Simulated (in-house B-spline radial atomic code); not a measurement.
# Xe⁸⁺: binding energies from hole states

Aim: the cost of two holes at once in Xe⁸⁺, against the sum of the two single holes.

The numbers are computed with in-house B-spline radial atomic code version 1 (Dirac-Hartree-Fock, average of configuration, Fermi nucleus, basis-set limit), except any that are marked as measured or tabulated.

## Step 1: The system

```
element       : xenon (Z = 54)
charge        : +8
electrons     : 46
configuration : [Kr] 4d10
Hamiltonian   : Dirac-Coulomb
nucleus       : Fermi, rms radius 4.786 fm
```

Outer shells as boxes (Hund's rule):

[Kr] 4d10
```
[Kr] core
4d [↑↓][↑↓][↑↓][↑↓][↑↓]
```

Settings, as recorded:

```ini
Z = 54
electrons = 46.0
configuration = [Kr] 4d10
hamiltonian = dirac
method = hf
spin_polarised = False
nucleus = fermi
rms_radius = 4.7859
mass_number = 132
atomic_mass = 131.90415508346
speed_of_light = 137.035999084
```

The reference is known from an earlier run: -7431.610695 hartree in all. Up to eight levels, counted from the top:

```
orbital  occupation  energy (eV)  <r> (bohr)
  3p3/2           4     -1072.66      0.3065
  3d3/2           4      -819.89      0.2776
  3d5/2           6      -806.65      0.2812
  4s1/2           2      -338.04      0.7159
  4p1/2           2      -284.36      0.7432
  4p3/2           4      -271.44      0.7675
  4d3/2           4      -182.01      0.8457
  4d5/2           6      -179.85      0.8552
```

Single holes known from earlier runs (ΔSCF): 1s 34806.8 eV, 2p1/2 5238.55 eV, 3s 1269.78 eV, 3p3/2 1060.78 eV, 4s 335.62 eV, 4d3/2 180.28 eV, 4d5/2 178.18 eV.

## Step 2: The 3p3/2 and 4s holes

In configurations, a minus sign after the shell means j = l − 1/2 and a plus sign j = l + 1/2; the count of electrons follows.

The settings differ from step 1 so:

```diff
@@ -1,4 +1,4 @@
 Z = 54
-electrons = 46.0
-configuration = [Kr] 4d10
+electrons = 44.0
+configuration = 1s2 2s2 2p6 3s2 3p-2 3p+3 3d10 4s1 4p6 4d10
 hamiltonian = dirac
```

Main fields of the result record, rounded:

```text
{
  "status": "converged",
  "iterations": 9,
  "energy [hartree]": {"total": -7379.08231124, "kinetic": 7841.22740401, "nuclear": -17645.398541, "coulomb": 2598.38056739, "exact_exchange": -173.291741605},
  "breit [hartree]": {"gaunt": 6.36624, "retardation": -0.6541852, "frequency_dependence": -0.06252631},
  "qed [hartree]": {"self_energy": 4.375758, "uehling": -0.6074469, "wichmann_kroll": 0.01437406},
  "recoil [hartree]": 0.02063915,
  "total_with_corrections [hartree]": -7369.62945938,
  "orbitals [hartree, bohr; first row names the columns]": [
    ["name", "occ", "eps", "<r>"],
    ["1s1/2", 2.0, -1285.6507, 0.026648],
    ["2s1/2", 2.0, -210.35186, 0.11396],
    ["2p1/2", 2.0, -197.69083, 0.096222],
    ["2p3/2", 4.0, -185.61548, 0.10207],
    ["3s1/2", 2.0, -50.058042, 0.30346],
    ["3p1/2", 2.0, -44.952576, 0.29318],
    ["3p3/2", 3.0, -42.624891, 0.30612],
    ["3d3/2", 4.0, -33.430903, 0.27473],
    ["3d5/2", 6.0, -32.835289, 0.27818],
    ["4s1/2", 1.0, -14.748273, 0.69653],
    ["4p1/2", 2.0, -12.60077, 0.71944],
    ["4p3/2", 4.0, -12.068647, 0.74127],
    ["4d3/2", 4.0, -8.785966, 0.79668],
    ["4d5/2", 6.0, -8.690869, 0.80527]
  ],
  "sum_r [bohr^k]": {"-1": 326.7712, "1": 18.88041, "2": 13.34353},
  "energy_minus_base [hartree]": 52.5283835,
  "energy_minus_base_with_corrections [hartree]": 52.4641951
}
```

Run time: 0.83 s. Hardware: 1 thread, shared host.

energy_minus_base is the energy less that of the reference run.

## Step 3: The 1s and 4s holes

The settings differ from step 2 so:

```diff
@@ -2,3 +2,3 @@
 electrons = 44.0
-configuration = 1s2 2s2 2p6 3s2 3p-2 3p+3 3d10 4s1 4p6 4d10
+configuration = 1s1 2s2 2p6 3s2 3p6 3d10 4s1 4p6 4d10
 hamiltonian = dirac
```

Result record:

```text
{
  "status": "converged",
  "iterations": 13,
  "energy [hartree]": {"total": -6138.83352538, "kinetic": 6486.63050565, "nuclear": -14958.9878914, "coulomb": 2476.10514975, "exact_exchange": -142.581289345},
  "breit [hartree]": {"gaunt": 3.154043, "retardation": -0.4255199, "frequency_dependence": -0.03531383},
  "qed [hartree]": {"self_energy": 2.592291, "uehling": -0.35029, "wichmann_kroll": 0.008290107},
  "recoil [hartree]": 0.01799863,
  "total_with_corrections [hartree]": -6133.87202639,
  "orbitals [hartree, bohr; first row names the columns]": [
    ["name", "occ", "eps", "<r>"],
    ["1s1/2", 1.0, -1312.6102, 0.027041],
    ["2s1/2", 2.0, -215.59519, 0.11255],
    ["2p1/2", 2.0, -204.61728, 0.094459],
    ["2p3/2", 4.0, -191.86299, 0.10022],
    ["3s1/2", 2.0, -51.124177, 0.29969],
    ["3p1/2", 2.0, -46.06423, 0.28814],
    ["3p3/2", 4.0, -43.552447, 0.29935],
    ["3d3/2", 4.0, -34.131615, 0.26978],
    ["3d5/2", 6.0, -33.594608, 0.27338],
    ["4s1/2", 1.0, -16.002524, 0.68931],
    ["4p1/2", 2.0, -12.750458, 0.71133],
    ["4p3/2", 4.0, -12.215561, 0.73449],
    ["4d3/2", 4.0, -8.8352324, 0.79024],
    ["4d5/2", 6.0, -8.739197, 0.79882]
  ],
  "sum_r [bohr^k]": {"-1": 277.0209, "1": 18.93823, "2": 13.18074},
  "energy_minus_base [hartree]": 1292.77717,
  "energy_minus_base_with_corrections [hartree]": 1288.22163
}
```

Run time: 1.1 s. Hardware: 1 thread, shared host.

## Step 4: The 1s and 2p1/2 holes

The settings differ from step 3 so:

```diff
@@ -2,3 +2,3 @@
 electrons = 44.0
-configuration = 1s1 2s2 2p6 3s2 3p6 3d10 4s1 4p6 4d10
+configuration = 1s1 2s2 2p-1 2p+4 3s2 3p6 3d10 4s2 4p6 4d10
 hamiltonian = dirac
```

Result record:

```text
{
  "status": "converged",
  "iterations": 9,
  "energy [hartree]": {"total": -5950.48066302, "kinetic": 6271.78322669, "nuclear": -14482.6532009, "coulomb": 2393.28893543, "exact_exchange": -132.899624223},
  "breit [hartree]": {"gaunt": 2.780123, "retardation": -0.3885531, "frequency_dependence": -0.0358255},
  "qed [hartree]": {"self_energy": 2.616039, "uehling": -0.3518995, "wichmann_kroll": 0.008322561},
  "recoil [hartree]": 0.01797968,
  "total_with_corrections [hartree]": -5945.83447663,
  "orbitals [hartree, bohr; first row names the columns]": [
    ["name", "occ", "eps", "<r>"],
    ["1s1/2", 1.0, -1321.9698, 0.026544],
    ["2s1/2", 2.0, -219.75547, 0.11192],
    ["2p1/2", 1.0, -210.38577, 0.094313],
    ["2p3/2", 4.0, -196.97625, 0.09941],
    ["3s1/2", 2.0, -52.529705, 0.29548],
    ["3p1/2", 2.0, -47.45639, 0.28366],
    ["3p3/2", 4.0, -45.011258, 0.29453],
    ["3d3/2", 4.0, -35.647466, 0.26403],
    ["3d5/2", 6.0, -35.205964, 0.26685],
    ["4s1/2", 2.0, -15.082663, 0.68142],
    ["4p1/2", 2.0, -13.083626, 0.69906],
    ["4p3/2", 4.0, -12.555552, 0.72057],
    ["4d3/2", 4.0, -9.0407259, 0.77265],
    ["4d5/2", 6.0, -8.9598704, 0.77956]
  ],
  "sum_r [bohr^k]": {"-1": 268.1999, "1": 19.1471, "2": 13.15073},
  "energy_minus_base [hartree]": 1481.13003,
  "energy_minus_base_with_corrections [hartree]": 1476.25918
}
```

It took 0.82 s on 1 thread, shared host.

## Step 5: The 3p3/2 and 4d3/2 holes

The settings differ from step 4 so:

```diff
@@ -2,3 +2,3 @@
 electrons = 44.0
-configuration = 1s1 2s2 2p-1 2p+4 3s2 3p6 3d10 4s2 4p6 4d10
+configuration = 1s2 2s2 2p6 3s2 3p-2 3p+3 3d10 4s2 4p6 4d-3 4d+6
 hamiltonian = dirac
```

Result record:

```text
{
  "status": "converged",
  "iterations": 9,
  "energy [hartree]": {"total": -7384.89786634, "kinetic": 7848.51299609, "nuclear": -17661.9388612, "coulomb": 2602.71488792, "exact_exchange": -174.186889172},
  "breit [hartree]": {"gaunt": 6.371886, "retardation": -0.6544821, "frequency_dependence": -0.06244039},
  "qed [hartree]": {"self_energy": 4.386925, "uehling": -0.6088614, "wichmann_kroll": 0.01440709},
  "recoil [hartree]": 0.02069548,
  "total_with_corrections [hartree]": -7375.42973742,
  "orbitals [hartree, bohr; first row names the columns]": [
    ["name", "occ", "eps", "<r>"],
    ["1s1/2", 2.0, -1285.4699, 0.026648],
    ["2s1/2", 2.0, -210.25516, 0.11395],
    ["2p1/2", 2.0, -197.55651, 0.09622],
    ["2p3/2", 4.0, -185.50221, 0.10208],
    ["3s1/2", 2.0, -49.986934, 0.30305],
    ["3p1/2", 2.0, -44.844825, 0.29318],
    ["3p3/2", 3.0, -42.523854, 0.30619],
    ["3d3/2", 4.0, -33.296391, 0.27528],
    ["3d5/2", 6.0, -32.730131, 0.27823],
    ["4s1/2", 2.0, -14.616683, 0.69821],
    ["4p1/2", 2.0, -12.548169, 0.71994],
    ["4p3/2", 4.0, -12.102449, 0.74138],
    ["4d3/2", 3.0, -8.7501779, 0.79825],
    ["4d5/2", 6.0, -8.6677339, 0.80702]
  ],
  "sum_r [bohr^k]": {"-1": 327.0775, "1": 18.80215, "2": 13.19747},
  "energy_minus_base [hartree]": 46.7128285,
  "energy_minus_base_with_corrections [hartree]": 46.663917
}
```

Wall time 0.86 s (1 thread, shared host).

Radial density 4πr²n(r) and radial functions P(r) = rR(r):

```
r (bohr)      4πr²n    3p3/2    4d5/2
 0.00205      7.064   0.0081   0.0000
 0.00300      12.84   0.0167   0.0001
 0.00439      22.25   0.0339   0.0002
 0.00642      35.96   0.0675   0.0006
 0.00939      52.63   0.1313   0.0017
  0.0137      66.90   0.2447   0.0049
  0.0201      71.08   0.4350   0.0139
  0.0294      64.21   0.7070   0.0366
  0.0430      63.23   1.0065   0.0903
  0.0629      81.36   1.1449   0.2015
  0.0921      89.10   0.7975   0.3899
   0.135      68.85  -0.2364   0.6105
   0.197      70.95  -1.4978   0.6737
   0.288      64.63  -1.9823   0.3102
   0.422      27.87  -1.3060  -0.4991
   0.617      29.46  -0.4237  -1.1754
   0.902      19.89  -0.0665  -1.1052
    1.32      3.423  -0.0074  -0.5245
    1.93     0.1188  -0.0007  -0.1092
    2.82  0.0004477   0.0000  -0.0071
```

Clear maxima of the radial density (full grid of the record): 0.020, 0.076, 0.24, 0.62 bohr.

## Step 6: The 1s and 3s holes

The settings differ from step 5 so:

```diff
@@ -2,3 +2,3 @@
 electrons = 44.0
-configuration = 1s2 2s2 2p6 3s2 3p-2 3p+3 3d10 4s2 4p6 4d-3 4d+6
+configuration = 1s1 2s2 2p6 3s1 3p6 3d10 4s2 4p6 4d10
 hamiltonian = dirac
```

Result record:

```text
{
  "status": "converged",
  "iterations": 14,
  "energy [hartree]": {"total": -6103.07513655, "kinetic": 6445.74029227, "nuclear": -14854.9403887, "coulomb": 2445.52152232, "exact_exchange": -139.396562442},
  "breit [hartree]": {"gaunt": 3.115666, "retardation": -0.4245686, "frequency_dependence": -0.03386907},
  "qed [hartree]": {"self_energy": 2.550561, "uehling": -0.3453905, "wichmann_kroll": 0.008175771},
  "recoil [hartree]": 0.01781427,
  "total_with_corrections [hartree]": -6098.18674789,
  "orbitals [hartree, bohr; first row names the columns]": [
    ["name", "occ", "eps", "<r>"],
    ["1s1/2", 1.0, -1309.0626, 0.027403],
    ["2s1/2", 2.0, -216.7529, 0.11266],
    ["2p1/2", 2.0, -205.89826, 0.094416],
    ["2p3/2", 4.0, -193.12966, 0.10017],
    ["3s1/2", 1.0, -58.36707, 0.29829],
    ["3p1/2", 2.0, -46.681107, 0.28669],
    ["3p3/2", 4.0, -44.137036, 0.29786],
    ["3d3/2", 4.0, -34.978483, 0.26763],
    ["3d5/2", 6.0, -34.432244, 0.27118],
    ["4s1/2", 2.0, -14.979214, 0.68447],
    ["4p1/2", 2.0, -13.023401, 0.70283],
    ["4p3/2", 4.0, -12.47126, 0.72547],
    ["4d3/2", 4.0, -8.9990994, 0.77754],
    ["4d5/2", 6.0, -8.8991965, 0.786]
  ],
  "sum_r [bohr^k]": {"-1": 275.0941, "1": 19.1056, "2": 13.26375},
  "energy_minus_base [hartree]": 1328.53556,
  "energy_minus_base_with_corrections [hartree]": 1323.90691
}
```

Run time: 1.2 s. Hardware: 1 thread, shared host.

## Step 7: The 4d5/2 and 4d5/2 holes

The settings differ from step 6 so:

```diff
@@ -2,3 +2,3 @@
 electrons = 44.0
-configuration = 1s1 2s2 2p6 3s1 3p6 3d10 4s2 4p6 4d10
+configuration = 1s2 2s2 2p6 3s2 3p6 3d10 4s2 4p6 4d-4 4d+4
 hamiltonian = dirac
```

Result record:

```text
{
  "status": "converged",
  "iterations": 9,
  "energy [hartree]": {"total": -7417.5967097, "kinetic": 7881.83495762, "nuclear": -17761.5022772, "coulomb": 2640.03850768, "exact_exchange": -177.967897844},
  "breit [hartree]": {"gaunt": 6.430794, "retardation": -0.663667, "frequency_dependence": -0.0646126},
  "qed [hartree]": {"self_energy": 4.388497, "uehling": -0.6085399, "wichmann_kroll": 0.01439998},
  "recoil [hartree]": 0.02072484,
  "total_with_corrections [hartree]": -7408.07911337,
  "orbitals [hartree, bohr; first row names the columns]": [
    ["name", "occ", "eps", "<r>"],
    ["1s1/2", 2.0, -1283.7004, 0.026651],
    ["2s1/2", 2.0, -208.86012, 0.11401],
    ["2p1/2", 2.0, -196.10067, 0.096298],
    ["2p3/2", 4.0, -184.09945, 0.10203],
    ["3s1/2", 2.0, -49.282665, 0.30431],
    ["3p1/2", 2.0, -43.945295, 0.29487],
    ["3p3/2", 4.0, -41.596629, 0.30608],
    ["3d3/2", 4.0, -32.336312, 0.27715],
    ["3d5/2", 6.0, -31.810997, 0.28127],
    ["4s1/2", 2.0, -14.341523, 0.70603],
    ["4p1/2", 2.0, -12.394685, 0.7298],
    ["4p3/2", 4.0, -11.790034, 0.7528],
    ["4d3/2", 4.0, -8.5650896, 0.81438],
    ["4d5/2", 4.0, -8.4648241, 0.8226]
  ],
  "sum_r [bohr^k]": {"-1": 328.9213, "1": 18.53169, "2": 12.92332},
  "energy_minus_base [hartree]": 14.0139851,
  "energy_minus_base_with_corrections [hartree]": 14.0145411
}
```

Wall time 0.8 s (1 thread, shared host).

## Step 8: The 3s and 4d5/2 holes

The settings differ from step 7 so:

```diff
@@ -2,3 +2,3 @@
 electrons = 44.0
-configuration = 1s2 2s2 2p6 3s2 3p6 3d10 4s2 4p6 4d-4 4d+4
+configuration = 1s2 2s2 2p6 3s1 3p6 3d10 4s2 4p6 4d-4 4d+5
 hamiltonian = dirac
```

Result record:

```text
{
  "status": "converged",
  "iterations": 9,
  "energy [hartree]": {"total": -7377.30308026, "kinetic": 7835.06721423, "nuclear": -17641.9846899, "coulomb": 2603.23424803, "exact_exchange": -173.619852617},
  "breit [hartree]": {"gaunt": 6.385949, "retardation": -0.6614502, "frequency_dependence": -0.06528093},
  "qed [hartree]": {"self_energy": 4.341512, "uehling": -0.602474, "wichmann_kroll": 0.01425839},
  "recoil [hartree]": 0.0204866,
  "total_with_corrections [hartree]": -7367.87007973,
  "orbitals [hartree, bohr; first row names the columns]": [
    ["name", "occ", "eps", "<r>"],
    ["1s1/2", 2.0, -1285.3878, 0.02665],
    ["2s1/2", 2.0, -210.12412, 0.11407],
    ["2p1/2", 2.0, -197.50142, 0.096247],
    ["2p3/2", 4.0, -185.49545, 0.10198],
    ["3s1/2", 1.0, -50.30573, 0.30436],
    ["3p1/2", 2.0, -44.672671, 0.29331],
    ["3p3/2", 4.0, -42.296602, 0.30447],
    ["3d3/2", 4.0, -33.292974, 0.27477],
    ["3d5/2", 6.0, -32.776834, 0.27875],
    ["4s1/2", 2.0, -14.583162, 0.69791],
    ["4p1/2", 2.0, -12.631563, 0.72015],
    ["4p3/2", 4.0, -12.06289, 0.74278],
    ["4d3/2", 4.0, -8.7574508, 0.7987],
    ["4d5/2", 5.0, -8.659815, 0.80668]
  ],
  "sum_r [bohr^k]": {"-1": 326.7079, "1": 18.79777, "2": 13.18823},
  "energy_minus_base [hartree]": 54.3076145,
  "energy_minus_base_with_corrections [hartree]": 54.2235747
}
```

It took 0.87 s on 1 thread, shared host.

## Step 9: What the holes cost

| two holes | ΔSCF (eV) | less the two single holes (eV) |
| --- | --- | --- |
| 3p3/2 and 4s | 1429.37 | 32.97 |
| 1s and 4s | 35178.3 | 35.85 |
| 1s and 2p1/2 | 40303.6 | 258.27 |
| 3p3/2 and 4d3/2 | 1271.12 | 30.06 |
| 1s and 3s | 36151.3 | 74.73 |
| 4d5/2 and 4d5/2 | 381.34 | 24.98 |
| 3s and 4d5/2 | 1477.79 | 29.83 |

What this shows: Two holes cost more than the sum of each, because the second electron leaves a more charged ion. The excess runs from 25.0 eV (4d5/2 and 4d5/2) to 258.3 eV (1s and 2p1/2); it tends to be largest where both holes are compact. Two partly filled shells share a symmetry and can mix in the average, which may lower the energy, in these hole states: 1s and 4s; 1s and 3s. Values are for the free ion, measured from the vacuum level.
